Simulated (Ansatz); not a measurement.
# SiAsH2 (doublet): the correlation ladder at a displaced geometry (v2), cc-pVDZ

One table from this session's results is given with a row withheld; the runs are named, their logs left out.

Computed with Ansatz 0.2.0, Gaussian basis. Level: cc-pVDZ, core rule «outside noble gas», up to 19 orbitals frozen.

The runs, in order: UHF; CCSD(T) on ROHF; CCSD(T) on UHF; BCCD(T) on ROHF; CISD as a restricted active space (open shells left free, so some higher excitations enter); CCSDT(Q) on ROHF; CCSDT(Q) on UHF; CASSCF and MRCISD+Q, 11 electrons in 10 orbitals; CASSCF and NEVPT2, 11 electrons in 10 orbitals.

19 further runs of the same task are left out: 6 that didn't finish, 13 set aside as unsound or not needed. Runs told in other sessions of the task aren't counted.

## The system

The geometry is a PBE0/def2-TZVP stationary point (not a proven minimum) with its atoms shifted at random (size 0.100 Å). No spin-orbit coupling is included. The filled d shell of As may be among the frozen orbitals whatever the setting's name suggests.

4 atoms, charge 0, spin multiplicity 2.

Atoms are counted from 1 here; the program's logs count them from 0.

Bond lengths: Si1–As2 2.168 Å, Si1–H3 1.487 Å, As2–H4 1.618 Å. Angles: As2–Si1–H3 117.2°, Si1–As2–H4 92.0°.

Set-up of the first run:

in.yaml

```yaml
crystal:
  periodic: [false, false, false]
  atoms:
    - {symbol: Si, position_ang: [0.118515, -0.135843, 1.550690]}
    - {symbol: As, position_ang: [-0.046359, 0.056667, -0.602037]}
    - {symbol: H, position_ang: [0.030261, 1.112277, 2.353910]}
    - {symbol: H, position_ang: [0.113370, -1.539240, -0.812472]}
basis:
  gaussian: {orbitals: cc-pVDZ}
magnetization: {spin_polarized: true, initial_magnetization: 1}
hamiltonian: {xc: hf}
output: {orbitals: {seedname: orbitals}}
```

The run is started by

```
ansatz run in.yaml --threads 1 --pin off --events-out ev --progress --plain --max-ram 2393MiB
```

Among the steps run: UHF; CCSD(T) on ROHF; CCSD(T) on UHF; BCCD(T) on ROHF; CISD as a restricted active space (open shells left free, so some higher excitations enter); CCSDT(Q) on ROHF; CCSDT(Q) on UHF; CASSCF and MRCISD+Q, 11 electrons in 10 orbitals; CASSCF and NEVPT2, 11 electrons in 10 orbitals.

One of the session's tables, all rows but one given; the rest of the session is left out.

```
          method  from RCCSDT(Q) (meV)
            ROHF               +6440.1
             UHF               +6153.3
            RMP2               +1257.1
            UMP2               +1558.8
            CISD                     ?
           RCCSD                +344.5
           UCCSD                +355.3
        RCCSD(T)                 +60.6
        UCCSD(T)                 +92.9
         BCCD(T)                 +64.5
          RCCSDT                 +21.1
          UCCSDT                 +22.1
       RCCSDT(Q)                     0
       UCCSDT(Q)                  -4.0
  CASSCF valence               +4081.4
  NEVPT2 valence                +977.0
  MRCISD valence                +326.5
MRCISD+Q valence                 +22.3
```

Estimate the missing values for CISD.

The run gave: from RCCSDT(Q) (meV): +917.6. In the column «from RCCSDT(Q) (meV)» it lies between UCCSD (+355.3) and NEVPT2 valence (+977.0).

Limits of these values: Restricted and unrestricted rows rest on different reference determinants; a gap between their highest levels can come from leftover correlation error, from unlike frozen cores or from another state.
